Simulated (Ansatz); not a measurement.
I need a Hubbard U by linear response of BaOsO3, space group Pm-3m. Use Ansatz 0.2.0 through its Python package. Level of theory: LDA, PAW, the default cutoff (420 eV here), 6×6×6 k-points, Methfessel-Paxton smearing of 0.15 eV.

```cif
data_structure
_symmetry_space_group_name_H-M 'P 1'
_symmetry_Int_Tables_number 1
_cell_length_a 4.0642
_cell_length_b 4.0642
_cell_length_c 4.0642
_cell_angle_alpha 90.000
_cell_angle_beta 90.000
_cell_angle_gamma 90.000
_cell_volume 67.13
loop_
_atom_site_label
_atom_site_type_symbol
_atom_site_fract_x
_atom_site_fract_y
_atom_site_fract_z
_atom_site_occupancy
Ba1 Ba 0.00000 0.00000 0.00000 1
Os1 Os 0.50000 0.50000 0.50000 1
O1 O 0.00000 0.50000 0.50000 1
O2 O 0.50000 0.00000 0.50000 1
O3 O 0.50000 0.50000 0.00000 1
```

`lr_u_baoso3.py`:
```python
import ansatz as az
from pymatgen.core import Lattice, Structure
from pymatgen.io.ase import AseAtomsAdaptor


def main() -> None:
    pmg_structure = Structure(
        Lattice([[4.0642, 0.0, 0.0], [0.0, 4.0642, 0.0], [0.0, 0.0, 4.0642]]),
        ["Ba", "Os", "O", "O", "O"],
        [
            [0.0, 0.0, 0.0],
            [0.5, 0.5, 0.5],
            [0.0, 0.5, 0.5],
            [0.5, 0.0, 0.5],
            [0.5, 0.5, 0.0],
        ],
    )
    structure = az.Crystal.from_ase(AseAtomsAdaptor.get_atoms(pmg_structure))

    job = (
        structure.calculation()
        .functional("lda")
        .kpoints(spacing=0.29)
        .occupations(az.OccupationsMethod.METHFESSEL_PAXTON, width=0.15)
        .hubbard("Os", "d", u_eff="linear-response")
        .hubbard_response(amplitude=0.05)
        .band_table()
    )
    found = []


    def keep(event):
        if event["event"] == "lr_u_result":
            found.append(event["data"])


    done = job.session().plan().execute(on_event=keep)
    report = done.report
    for orbit in found[-1]["orbits"]:
        print(f"sites {orbit['sites']}: n0 = {orbit['n0']:.3f}, chi0 = {orbit['chi0_per_ev']:.4f}/eV, chi = {orbit['chi_per_ev']:.4f}/eV, U = {orbit['u_ev']:.2f} eV")
    print("cycles:", found[-1]["n_cycles"], " band edges:", report.get("band_edges_ev"))


if __name__ == "__main__":
    main()
```

`python lr_u_baoso3.py` gives:
```text
DeckWarning: basis.ecutwfc = 420 eV, auto-derived from the records' recommended cutoffs: set by Ba (normal level)
sites [1]: n0 = 6.233, chi0 = -0.3077/eV, chi = -0.1505/eV, U = 3.40 eV
cycles: 1  band edges: None
```
(Warnings from the package without file and line.)

Spin is left out of this run. For a metal this k-point mesh is coarse: on a finer one energies can move by several to tens of meV an atom and pressures by half a GPa or more, differences at one mesh by less. A Hubbard U without spin forces both spins into the same orbitals, which can open a gap or pick a state that a spin-polarised run wouldn't. The structure comes from a database of computed cells and needn't be a stable or known phase. Levels are Kohn-Sham eigenvalues on this mesh, without spin-orbit coupling. The computed U depends on the projectors, on the cell (the perturbed atoms see their images) and on the spin treatment typed in the script; a run with no .spin step is spin-unpolarised. Wall time of the script: 9.5 s on 1 thread of Arm Neoverse V2, on a shared host, peak memory 0.49 GiB.

(Lines on the test bed's own set-up are left out of the output.)
